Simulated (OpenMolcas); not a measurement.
# Os⁶⁺ with 6 ligands (water): CASSCF and CASPT2 levels and susceptibility

Aim: the ligand-field states of Os⁶⁺ in this surrounding, its lowest levels with spin-orbit coupling and its magnetic susceptibility.

The numbers are computed with OpenMolcas 26.06 (state-averaged CASSCF and CASPT2, spin-orbit coupling by RASSI with atomic mean-field integrals), except any that are marked as measured or tabulated.

## Step 1: The atom as given

- Species: Os⁶⁺ (osmium, Z = 76, 70 electrons)
- Basis: ANO-RCC-VTZP [8s7p5d3f2g1h], 248 functions with the ligands
- Scalar Hamiltonian: DKH2, point nucleus
- Inactive shells: 1s 2s 2p 3s 3p 3d 4s 4p 4d 4f 5s 5p of the metal, and all ligand shells
- Active space: 2 electrons in 5 orbitals (5d)
- Some configurations of this space: 5d²
- Orbitals: optimised for each spin and parity, averaged over all roots

The outer shells:

5d2
```
5d [↑ ][↑ ][  ][  ][  ]
```

Os⁶⁺ is taken with 6 ligands (water) in trigonal antiprism coordination (D3d) at 2.01 Å, a polar angle of 55.3° against the regular 54.74°. Ligand basis ANO-RCC-VDZP. The distances are assumed, not relaxed.

```xyz
19

Os    0.0000    0.0000    0.0000
O     0.0000    1.6522    1.1447
H    -0.7797    2.1264    1.4733
H     0.7797    2.1264    1.4733
O    -1.4308   -0.8261    1.1447
H    -2.2314   -0.3879    1.4733
H    -1.4517   -1.7385    1.4733
O     1.4308   -0.8261    1.1447
H     2.2314   -0.3879    1.4733
H     1.4517   -1.7385    1.4733
O     0.0000   -1.6522   -1.1447
H    -0.7797   -2.1264   -1.4733
H     0.7797   -2.1264   -1.4733
O     1.4308    0.8261   -1.1447
H     1.4517    1.7385   -1.4733
H     2.2314    0.3879   -1.4733
O    -1.4308    0.8261   -1.1447
H    -1.4517    1.7385   -1.4733
H    -2.2314    0.3879   -1.4733
```

Each step is its own input file, run in one work folder so that later steps find the files of earlier ones. Labels, J, g values, rates, χT and fits are worked out afterwards by a script from the matrices that RASSI stores.

## Step 2: GATEWAY and SEWARD: basis and integrals

a.inp

```
&GATEWAY
Coord
19

Os 0.0 0.0 0.0
O 0.000000 1.652169 1.144743
H -0.779741 2.126430 1.473346
H 0.779741 2.126430 1.473346
O -1.430821 -0.826085 1.144743
H -2.231414 -0.387940 1.473346
H -1.451673 -1.738491 1.473346
O 1.430821 -0.826085 1.144743
H 2.231414 -0.387940 1.473346
H 1.451673 -1.738491 1.473346
O 0.000000 -1.652169 -1.144743
H -0.779741 -2.126430 -1.473346
H 0.779741 -2.126430 -1.473346
O 1.430821 0.826085 -1.144743
H 1.451673 1.738491 -1.473346
H 2.231414 0.387940 -1.473346
O -1.430821 0.826085 -1.144743
H -1.451673 1.738491 -1.473346
H -2.231414 0.387940 -1.473346
Basis=Os.ANO-RCC-VTZP,H.ANO-RCC-VDZP,O.ANO-RCC-VDZP
Group=XYZ
NoMove
AngMom=0.0 0.0 0.0
AMFI
RICD
&SEWARD
```

On the command line:

```
$ OMP_NUM_THREADS=1 MOLCAS_MEM=2457 MOLCAS_PROJECT=a pymolcas a.inp > a.log
```

## Step 3: CASSCF: triplets of even parity, 10 roots

a.inp

```
&RASSCF
FileOrb=start.orb
Symmetry=1
Spin=3
nActEl=2 0 0
Inactive=30 34
Ras2=5 0
CIRoot=10 10 1
SDav=10
CIMx=300
Iter=150 100
PrWF=0.3
OrbListing=Nothing
MaxOrb=0
LevShft=1.0
>>> COPY $Project.JobIph JOB001
```

start.orb holds start orbitals that the driver prepared beforehand, or those of the step before.

## Step 4: CASSCF: singlets of even parity, 15 roots

a.inp

```
&RASSCF
FileOrb=start.orb
Symmetry=1
Spin=1
nActEl=2 0 0
Inactive=30 34
Ras2=5 0
CIRoot=15 15 1
SDav=15
CIMx=300
Iter=150 100
PrWF=0.3
OrbListing=Nothing
MaxOrb=0
LevShft=1.0
>>> COPY $Project.JobIph JOB002
```

## Step 5: State interaction with spin-orbit coupling

a.inp

```
&RASSI
NrOfJobIphs=2 10 15
1 2 3 4 5 6 7 8 9 10
1 2 3 4 5 6 7 8 9 10 11 12 13 14 15
IphNames
JOB001
JOB002
EJob
SpinOrbit
DIPRint=1.0
SOCoupling=1000.0
Subsets=2
Property=9
'ANGMOM' 1 'ANGMOM' 2 'ANGMOM' 3 'MLTPL  1' 1 'MLTPL  1' 2 'MLTPL  1' 3
'AMFI' 1 'AMFI' 2 'AMFI' 3
SOProperty=3
'ANGMOM' 1 'ANGMOM' 2 'ANGMOM' 3
```

## Step 6: CASPT2: IPEA 0.25, imaginary shift 0.1 (closed shells correlated: 5s 5p of the metal, with ligand shells; the Frozen line counts the rest)

a.inp

```
>>> COPY JOB001 $Project.JobIph
&CASPT2
Multistate=10 1 2 3 4 5 6 7 8 9 10
NoMult
Frozen=17 19
IPEA=0.25
Imaginary=0.1
MaxIter=60
WThr=0.0 0.3 0.05
PrWF=0.5
NoMix
>>> COPY JOB002 $Project.JobIph
&CASPT2
Multistate=15 1 2 3 4 5 6 7 8 9 10 11 12 13 14 15
NoMult
Frozen=17 19
IPEA=0.25
Imaginary=0.1
MaxIter=60
WThr=0.0 0.3 0.05
PrWF=0.5
NoMix
```

(Steps that only read results are left out.)

Q: Predict the outcome of this session. Wanted: spin-free ground state; first state of the same spin within the active space; lowest level; next level.

As calculated:

| quantity | value |
| --- | --- |
| method | SS-CASPT2, IPEA 0.25, imaginary shift 0.1 (closed shells correlated: 5s 5p of the metal, with ligand shells; the Frozen line counts the rest) |
| spin-free ground state | triplet, 1-fold in its orbital part |
| first state of the same spin within the active space | triplet at 11200 cm⁻¹ |
| lowest level | 1-fold |
| next level | 652.5 cm⁻¹ |
| χT at 300 K | 0.35 cm³ K/mol |
| effective moment at 300 K | 1.66 μB |

Cost by method:

| method | time of its own steps | time with the reference |
| --- | --- | --- |
| A. CASSCF | 2.8 min | 2.8 min |
| B. SS-CASPT2, IPEA 0.25, imaginary shift 0.1, +5s 5p | 7.6 min | 10 min |

Times are of one thread on a shared host.

In words: The spin-free ground state (triplet) is 1-fold and keeps the highest spin of the shell. χT at 300 K is 0.35, against 1.00 cm³ K/mol for the spin alone, so spin-orbit coupling lowers it. CASPT2 does not keep the components of a term degenerate, and the means are used. The bonds are covalent and no ligand orbital is active, so the numbers are rough.
